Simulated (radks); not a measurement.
**Ionisation of W²⁺: one atom, several choices of functional**

One table from this session's results is given with a row withheld; the runs are named, their logs left out.

Program: radks (a radial shooting solver on a logarithmic mesh, Libxc functionals) version 1. Level of theory: scalar-relativistic Kohn-Sham, spin-polarised, spherical densities, finite nucleus; open shells are filled with parallel spins first. These are calculated values, not measurements, unless marked.

### The atom as given

- element: tungsten (Z = 74)
- charge: +2
- electrons: 72
- configuration: [Xe] 4f14 5d4
- ion: W³⁺, [Xe] 4f14 5d3
- choices: BLYP; PBEsol; exchange-only B88; Wu-Cohen GGA; exchange-only LDA; HCTH/407

Outer shells as boxes (Hund's rule):

W²⁺
```
[Xe] core
4f [↑↓][↑↓][↑↓][↑↓][↑↓][↑↓][↑↓]
5d [↑ ][↑ ][↑ ][↑ ][  ]
```

W³⁺
```
[Xe] core
4f [↑↓][↑↓][↑↓][↑↓][↑↓][↑↓][↑↓]
5d [↑ ][↑ ][↑ ][  ][  ]
```

The first run:

The run's settings:

```text
Z 74
configuration [Xe] 4f14 5d4
relativity scalar-relativistic
functional b88,lyp
spin polarised
nucleus finite rms 5.3658 fm
c 137.035999084
```

Steps of the session up to this table: BLYP: W²⁺; BLYP: W³⁺; PBEsol: W²⁺; PBEsol: W³⁺; exchange-only B88: W²⁺; exchange-only B88: W³⁺; Wu-Cohen GGA: W²⁺; Wu-Cohen GGA: W³⁺; exchange-only LDA: W²⁺; exchange-only LDA: W³⁺; HCTH/407: W²⁺; HCTH/407: W³⁺.

One of the session's tables, all rows but one given; the rest of the session is left out.

```
       functional  Δ-SCF (eV)  −ε(HOMO) (eV)  <r> HOMO (bohr)
             BLYP      26.181         20.682            1.869
           PBEsol      26.464         20.985            1.861
exchange-only B88      25.622         20.216            1.888
     Wu-Cohen GGA      26.481         21.002            1.862
exchange-only LDA      25.551         20.150            1.891
         HCTH/407           ?              ?                ?
```

Q: Estimate the row for HCTH/407 from the others.

As computed: Δ-SCF (eV): 26.718; −ε(HOMO) (eV): 21.206; <r> HOMO (bohr): 1.830. In the column «Δ-SCF (eV)» it is the highest.

**Reading.** The NIST Atomic Spectra Database lists 26.0 +/- 0.4 eV (semi-empirical). Nearest is BLYP (+0.18 eV off), farthest HCTH/407 (+0.72 eV). The ionisation energies span 1.17 eV, the total energies of W²⁺ 719 eV: most of the change in the total cancels in the difference. Open shells are spherical and high-spin; term and fine-structure splittings are not resolved. Spin-orbit splitting is averaged out at the scalar-relativistic level.
